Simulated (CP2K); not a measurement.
**GeS (SMILES [S+]#[Ge-]) at B3LYP/6-31G(d) (spherical functions)**

Aim: the vertical electron affinity of GeS at B3LYP/6-31G* (spherical functions), from 2 runs. 

The results are computed with CP2K 2026.2.

1 further run of the same task is left out (set aside as unsound or not needed).

## 1. The molecule

GeS has 2 atoms, charge 0, and is taken as a singlet. SMILES: `[S+]#[Ge-]`. The bond length is the measured one.

Bond lengths: S1–Ge2 2.012 Å.

## 2. A single-point energy at B3LYP/6-31G(d) (spherical functions)

gas.inp

```
&GLOBAL
 PROJECT_NAME gas
 RUN_TYPE ENERGY
 PRINT_LEVEL MEDIUM
&END

&FORCE_EVAL
 METHOD QS
 &DFT
  BASIS_SET_FILE_NAME ./6_31gs.basis
  POTENTIAL_FILE_NAME POTENTIAL
  &QS
   METHOD GAPW
   EPS_DEFAULT 1.0E-10
  &END
  &MGRID
   CUTOFF 280
   REL_CUTOFF 50
   NGRIDS 4
  &END
  &POISSON
   PERIODIC NONE
   POISSON_SOLVER WAVELET
  &END
  &SCF
   SCF_GUESS ATOMIC
   EPS_SCF 1.0E-07
   MAX_SCF 80
   ADDED_MOS 10
   &DIAGONALIZATION
    ALGORITHM STANDARD
   &END
   &MIXING
    METHOD DIRECT_P_MIXING
    ALPHA 0.4
   &END
  &END
  &XC
   &XC_FUNCTIONAL
    &HYB_GGA_XC_B3LYP
    &END
   &END
   &HF
    FRACTION 0.2
    &SCREENING
     EPS_SCHWARZ 1.0E-10
    &END
    &MEMORY
     MAX_MEMORY 1050
    &END
   &END
  &END
  &PRINT
   &MOMENTS
    PERIODIC F
    REFERENCE COM
    MAX_MOMENT 1
   &END
   &MO ON
    ENERGIES T
    OCCUPATION_NUMBERS T
    NDIGITS 6
    &EACH
     QS_SCF 0
    &END
    ADD_LAST NUMERIC
   &END
   &LOWDIN ON
   &END
   &HIRSHFELD OFF
   &END
  &END
 &END
 &SUBSYS
  &CELL
   ABC 12 12 12
   PERIODIC NONE
  &END
  &COORD
   SCALED T
   S    0.50000000   0.50000000   0.41616308
   Ge   0.50000000   0.50000000   0.58383692
  &END
  &KIND S
   BASIS_SET 6-31Gs
   POTENTIAL ALL
   LEBEDEV_GRID 194
   RADIAL_GRID 100
  &END
  &KIND Ge
   BASIS_SET 6-31Gs
   POTENTIAL ALL
   LEBEDEV_GRID 194
   RADIAL_GRID 100
  &END
 &END
&END
```

On the command line:

```sh
OMP_NUM_THREADS=1 cp2k.psmp gas.inp > gas.out
```

What it wrote:

```text
CP2K| version string:                                       CP2K version 2026.2
[...]
 GLOBAL| Method name                                                        CP2K
[...]
 GLOBAL| Run type                                                         ENERGY
[...]
 DFT| Spin restricted Kohn-Sham (RKS) calculation                            RKS
 DFT| Multiplicity                                                             1
[...]
 DFT| Charge                                                                   0
[...]
 FUNCTIONAL| HYB_GGA_XC_B3LYP:
[...]
 QS| Method:                                                                GAPW
[...]
 QS| Density cutoff [a.u.]:                                                140.0
[...]
 QS| Relative density cutoff [a.u.]:                                        25.0
[...]
                             - Atoms:                                          2
[...]
                             - Spherical basis functions:                     50
[...]
 Number of electrons:                                                         48
[...]
     1 P_Mix/Diag. 0.40E+00    6.9     0.54598218     -2475.1095366702 -2.48E+03
[...]
    14 DIIS/Diag.  0.16E-07    2.3     0.00000004     -2474.9888076807  0.00E+00
  *** SCF run converged in    14 steps ***
[...]
  Overlap energy of the core charge distribution:               0.00000367346303
  Self energy of the core charge distribution:               -706.87880097412017
  Core Hamiltonian energy:                                  -1932.08519832772390
  Hartree energy:                                              95.97443873561743
  Exchange-correlation energy:                                -13.54144041208203
  Hartree-Fock Exchange energy:                               -20.47203503416306
[...]
                     Mulliken Population Analysis
 #  Atom  Element  Kind  Atomic population                           Net charge
       1     S        1         16.139832                             -0.139832
       2     Ge       2         31.860168                              0.139832
 # Total charge                             48.000000                 -0.000000
[...]
  Dipole moment [Debye]
    X= -0.4586929E-07 Y= -0.4587423E-07 Z=  0.2019471E+01  Total=      2.0194708
 ENERGY| Total FORCE_EVAL ( QS ) energy [hartree]          -2474.988807680746504
[...]
```

Wall time 39 s (1 thread of Arm Neoverse V1, shared host); peak memory 0.86 GiB.

## 3. The doublet anion

molecule.xyz

```xyz
2

S      0.000000     0.000000     0.000000
Ge     0.000000     0.000000     2.012086
```

gas.inp

```
&global
 project_name gas
 run_type ENERGY
 print_level MEDIUM
&end

&force_eval
 method Quickstep
 &dft
  basis_set_file_name ./6_31gs.basis
  potential_file_name POTENTIAL
  charge -1
  multiplicity 2
  unrestricted_kohn_sham T
  &qs
   method GAPW
   eps_default 1.0E-10
  &end
  &mgrid
   cutoff 280
   rel_cutoff 50
   ngrids 4
  &end
  &poisson
   periodic NONE
   poisson_solver WAVELET
  &end
  &scf
   scf_guess ATOMIC
   eps_scf 1.0E-06
   max_scf 50
   &ot
    minimizer DIIS
    preconditioner FULL_ALL
   &end
   &outer_scf
    eps_scf 1.0E-06
    max_scf 10
   &end
  &end
  &xc
   &xc_functional
    &hyb_gga_xc_b3lyp
    &end
   &end
   &hf
    fraction 0.2
    &screening
     eps_schwarz 1.0E-10
    &end
    &memory
     max_memory 1050
    &end
   &end
  &end
  &print
   &moments
    periodic F
    reference COM
    max_moment 1
   &end
   &mo_cubes
    nlumo 3
    nhomo -1
    write_cube F
   &end
   &lowdin ON
   &end
   &hirshfeld OFF
   &end
  &end
 &end
 &subsys
  &cell
   abc 12 12 12
   periodic NONE
  &end
  &topology
   coord_file_name molecule.xyz
   coord_file_format XYZ
   &center_coordinates
   &end
  &end
  &kind S
   basis_set 6-31Gs
   potential ALL
   lebedev_grid 194
   radial_grid 100
  &end
  &kind Ge
   basis_set 6-31Gs
   potential ALL
   lebedev_grid 194
   radial_grid 100
  &end
 &end
&end
```

On the command line:

```sh
OMP_NUM_THREADS=1 cp2k.psmp -i gas.inp -o gas.out
```

What it wrote:

```text
CP2K| version string:                                       CP2K version 2026.2
[...]
 GLOBAL| Method name                                                        CP2K
[...]
 GLOBAL| Run type                                                         ENERGY
[...]
 DFT| Spin unrestricted (spin-polarized) Kohn-Sham calculation               UKS
 DFT| Multiplicity                                                             2
[...]
 DFT| Charge                                                                  -1
[...]
 FUNCTIONAL| HYB_GGA_XC_B3LYP:
[...]
 QS| Method:                                                                GAPW
[...]
 QS| Density cutoff [a.u.]:                                                140.0
[...]
 QS| Relative density cutoff [a.u.]:                                        25.0
[...]
                             - Atoms:                                          2
[...]
                             - Spherical basis functions:                     50
[...]
 Number of electrons:                                                         25
[...]
     1 OT DIIS     0.15E+00    8.5     0.38237615     -2414.5930602185 -2.41E+03
[...]
    14 OT DIIS     0.15E+00    4.1     0.00000072     -2474.9980615689 -2.10E-09
  *** SCF run converged in    14 steps ***
[...]
  Overlap energy of the core charge distribution:               0.00000367346782
  Self energy of the core charge distribution:               -706.87880097412017
  Core Hamiltonian energy:                                  -1931.86936238318822
  Hartree energy:                                              96.00801712231917
  Exchange-correlation energy:                                -13.73303908328274
  Hartree-Fock Exchange energy:                               -20.51982431891862
[...]
                     Mulliken Population Analysis
 #  Atom  Element  Kind  Atomic population (alpha,beta) Net charge  Spin moment
       1     S        1         8.303472     8.148847    -0.452319     0.154625
       2     Ge       2        16.696528    15.851153    -0.547681     0.845375
 # Total charge and spin       25.000000    24.000000    -1.000000     1.000000
[...]
  Dipole moment [Debye]
    X=  0.1374872E-04 Y= -0.1844762E-04 Z=  0.1464433E+01  Total=      1.4644328
[...]
 HOMO - LUMO gap [eV] :    4.675818
 ENERGY| Total FORCE_EVAL ( QS ) energy [hartree]          -2474.998061568876892
[...]
```

Run time: 4.5 min. Hardware: 1 thread of Arm Neoverse V1, shared host; peak memory 1.1 GiB.

## 4. What came out

Level: B3LYP/6-31G* (spherical functions).

| quantity | value |
| --- | --- |
| singlet GeS: total energy | -2474.98881 Eh |
| singlet GeS: dipole moment | 2.02 D |
| singlet GeS: HOMO energy | -7.71 eV |
| singlet GeS: LUMO energy | -2.55 eV |
| singlet GeS: HOMO–LUMO gap | 5.16 eV |
| doublet anion: total energy | -2474.99806 Eh |
| doublet anion: HOMO energy (highest over α and β) | 2.03 eV |
| doublet anion: LUMO energy (lowest over α and β) | 3.35 eV |
| doublet anion: ⟨S²⟩ | 0.752 |
| vertical electron affinity (to the doublet anion) | 0.252 eV |

At fixed nuclei the extra electron is bound by 0.25 eV (5.8 kcal/mol). The basis has no diffuse functions, so the error can be as large as this value. The HOMO (doublet anion) lies at positive energy, 2.03 eV; only total energies tell whether the electron is bound.
